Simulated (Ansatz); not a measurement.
# FH3S2Si: the cost of one run

All numbers below are computed with Ansatz 0.2.0 (RKS PBE/def2-SVPD).

## Step 1: The system as given

Bond lengths: F1–Si2 1.599 Å, Si2–S3 2.108 Å, Si2–S4 2.108 Å, Si2–H5 1.498 Å, S3–H6 1.337 Å, S4–H7 1.364 Å. Angles: F1–Si2–S3 107.9°, F1–Si2–S4 113.3°, F1–Si2–H5 107.8°, S3–Si2–S4 108.3°, S3–Si2–H5 110.9°, S4–Si2–H5 108.7°, Si2–S3–H6 96.7°, Si2–S4–H7 94.9°.

Coordinates:

```xyz
7

F    -0.9719   -1.2947    0.2928
Si    0.0612   -0.1435   -0.1134
S     1.0538    0.4824    1.6381
S    -0.8636    1.5373   -0.9870
H     1.0296   -0.7240   -1.0983
H     1.3764   -0.7379    2.0792
H    -1.6243    0.8125   -1.8570
```

## Step 2: End point A

The input, input.yaml:

```yaml
crystal:
  periodic: [false, false, false]
  atoms:
    - { symbol: F, position_ang: [-0.9719, -1.2947, 0.2928] }
    - { symbol: Si, position_ang: [0.0612, -0.1435, -0.1134] }
    - { symbol: S, position_ang: [1.0538, 0.4824, 1.6381] }
    - { symbol: S, position_ang: [-0.8636, 1.5373, -0.987] }
    - { symbol: H, position_ang: [1.0296, -0.724, -1.0983] }
    - { symbol: H, position_ang: [1.3764, -0.7379, 2.0792] }
    - { symbol: H, position_ang: [-1.6243, 0.8125, -1.857] }
basis:
  gaussian: { orbitals: def2-SVPD }
hamiltonian:
  xc: pbe
relax:
  f_tol: 0.02
  max_steps: 50
```

The run is started by

```console
ansatz run input.yaml --threads 2 --pin off --max-ram 3072MiB --backend cpu --events-out ev --progress --plain --runs-dir out
```

**Question.** How long does this run take on 2 threads of Arm Neoverse V1, shared host, and how much memory does it need?

About 27 s, with a peak of 0.17 GiB.
